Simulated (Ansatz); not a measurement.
Run this with the Ansatz DFT code, driven from Python and show what comes out.

`ash3_adiabatic.py`
```python
"""Vertical and adiabatic ionisation of AsH3."""

import ansatz as az
import numpy as np

BASIS_SET = "def2-SVP"
XC = "pbe0"
DISPERSION = "d4"
CHARGE = 1

geometry_ang = [
    ("As", [-0.22182, 0.50373, -0.35727]),
    ("H", [0.33966, 0.59413, 1.02703]),
    ("H", [-1.01983, -0.68904, 0.06761]),
    ("H", [0.90199, -0.40881, -0.73737]),
]
molecule = az.Crystal.molecule()
for symbol, xyz in geometry_ang:
    molecule = molecule.atom(symbol, xyz)

base = (
    molecule.calculation()
    .basis(gaussian=BASIS_SET)
    .functional(XC, dispersion=DISPERSION)
)
symbols = [site.symbol for site in molecule.cartesian_sites]
start = np.array([site.position_ang for site in molecule.cartesian_sites], dtype=float)
report = base.relax(force_tolerance=0.01, max_steps=100).run().report
end = np.array(report["positions_ang"])

minimum = az.Crystal.molecule()
for symbol, place in zip(symbols, end):
    minimum = minimum.atom(symbol, place.tolist())
ion = minimum.calculation()
ion = ion.basis(gaussian=BASIS_SET)
ion = ion.functional(XC, dispersion=DISPERSION)
ion = ion.charge(CHARGE)
ion = ion.spin("collinear", total=1)
vertical = ion.run().report
settled = ion.relax(force_tolerance=0.01, max_steps=80).run().report
print(f"vertical ionisation energy   {vertical['free_energy_ev'] - report['free_energy_ev']:.3f} eV")
print(f"adiabatic, no zero point     {settled['free_energy_ev'] - report['free_energy_ev']:.3f} eV")
print(f"relaxation energy of the ion {vertical['free_energy_ev'] - settled['free_energy_ev']:.3f} eV")
ionised = np.array(settled["positions_ang"])
print("final positions (A) and the move of each atom")
for symbol, xyz, old in zip(symbols, ionised, end):
    print(f"{symbol:2s} {xyz[0]:10.5f} {xyz[1]:10.5f} {xyz[2]:10.5f}   {np.linalg.norm(xyz - old):7.4f}")
```

```console
$ python ash3_adiabatic.py
vertical ionisation energy   10.404 eV
adiabatic, no zero point     9.633 eV
relaxation energy of the ion 0.771 eV
final positions (A) and the move of each atom
As   -0.10680    0.24135   -0.17125    0.3220
H     0.35242    0.82310    1.13290    0.2040
H    -1.26346   -0.69915   -0.00472    0.2040
H     1.01784   -0.36529   -0.95692    0.2040
```

The energies are electronic: no zero-point or thermal terms, and the basis set is short of its limit. The product may relax into another structure. The relaxation finds the nearest minimum, so the adiabatic value is an upper bound. The whole script took 14 s on 1 thread of Arm Neoverse V1, with other jobs on the host, peak memory 0.19 GiB.
